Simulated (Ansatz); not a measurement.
## CsLiCr2Te2S3: equation of state with PBE

The system is CsLiCr2Te2S3.

```
CELL_PARAMETERS angstrom
3.60358 0.00000 0.00000
-1.80179 3.12079 0.00000
0.00000 0.00000 19.06651
ATOMIC_POSITIONS crystal
Cs 0.00000 0.00000 0.37399
Li 0.66667 0.33333 0.01607
Cr 0.00000 0.00000 0.86637
Cr 0.33333 0.66667 0.16833
Te 0.33333 0.66667 0.53891
Te 0.66667 0.33333 0.77276
S 0.00000 0.00000 0.10030
S 0.33333 0.66667 0.92920
S 0.66667 0.33333 0.23408
```

The cell was built by a generator and needn't be a form met in nature.

```yaml
Program: Ansatz 0.2.0
Task: equation of state
Functional: PBE
Potentials_or_basis: Ansatz PAW
Cutoff: 420 eV
Density_cutoff: 1680 eV
k_mesh: 9 × 9 × 2
Occupations: fermi-dirac, width 0.05 eV
Spin: collinear spin, ferromagnetic start
Starting_moments: "[0.0, 0.0, 3.0, 3.0, 0.0, 0.0, 0.0, 0.0, 0.0] μB"
```

| Quantity | Value |
| --- | --- |
| Equilibrium volume | 23.83 Å³/atom |
| Bulk modulus at fixed shape and positions | 54 GPa |
| Pressure derivative of the bulk modulus | 4.5 |

Energy against volume, from the lowest point:
| volume (Å³/atom) | energy (meV/atom) |
| --- | --- |
| 22.395 | 16.42 |
| 22.872 | 7.07 |
| 23.348 | 1.74 |
| 23.825 | 0.00 |
| 24.301 | 1.49 |
| 24.778 | 5.87 |
| 25.254 | 12.83 |

All runs of the series together: 60 s on 2 threads of AMD EPYC 7R13 Processor (Zen 3), with other jobs on the host.

Caveat: the cell was scaled at fixed shape and fractional positions, which overstates the stiffness of a crystal with free parameters, most of all of layers and chains. The run has no spin-orbit coupling, so splittings on Cs, Te are missing.
